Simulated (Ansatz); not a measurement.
What does this script print? It uses the Python package of Ansatz (0.2.0).

`ch6bclsi.py`:
```python
"""One geometry of CH6BClSi, method by method."""

import ansatz as az

GEOMETRY = """
C    -1.05730    0.87100   -0.11050
Si   -0.13910   -0.52070    0.57470
B     1.56360   -0.60960   -0.30650
Cl    1.77260   -0.83030   -2.12160
H    -1.24670    0.76310   -1.23050
H    -2.09540    0.98480    0.37500
H    -0.52410    1.86210    0.05940
H    -0.83160   -1.75140    0.32870
H     0.05510   -0.30870    2.06330
H     2.58610   -0.51150    0.37100
"""


def main() -> None:
    geometry = az.Crystal.molecule()
    for line in GEOMETRY.strip().splitlines():
        symbol, *xyz = line.split()
        geometry = geometry.atom(symbol, [float(v) for v in xyz])

    model = geometry.calculation().basis(gaussian="cc-pVDZ")

    methods = ["mp2", "ccsd", "ccsd_t"]
    batch = az.Session.batch([model.correlation(m).input() for m in methods])
    reports = sorted(batch.plan().execute().molecular_reports, key=lambda each: each["member"])
    print(f"Hartree-Fock reference {reports[0]['reference_energy_ev'] / 27.211386246:.6f} Ha")
    best = reports[-1]["free_energy_ev"] - reports[-1]["reference_energy_ev"]
    for method, each in zip(methods, reports):
        gained = each["free_energy_ev"] - each["reference_energy_ev"]
        print(f"{method:8s} total {each['free_energy_ev'] / 27.211386246:.6f} Ha  correlation {gained:9.4f} eV  ({100 * gained / best:.1f} % of the last)")


if __name__ == "__main__":
    main()
```

```console
$ python ch6bclsi.py
Hartree-Fock reference -814.490744 Ha
mp2      total -814.956893 Ha  correlation  -12.6846 eV  (85.9 % of the last)
ccsd     total -815.018663 Ha  correlation  -14.3654 eV  (97.3 % of the last)
ccsd_t   total -815.033101 Ha  correlation  -14.7583 eV  (100.0 % of the last)
```

Caveats:
- Total energies depend on the basis set; only differences at equal settings carry meaning.
- The geometry is a force-field or estimated start, not a minimum of this method, and the basis set is short of its limit. A lower total doesn't mark the better method: functionals have no common bound, and MP2 and coupled cluster aren't variational.
- Inner cores stay frozen, so this is valence correlation.
- For Al to Cl the sets with a tight d function, cc-pV(X+d)Z, are usual.
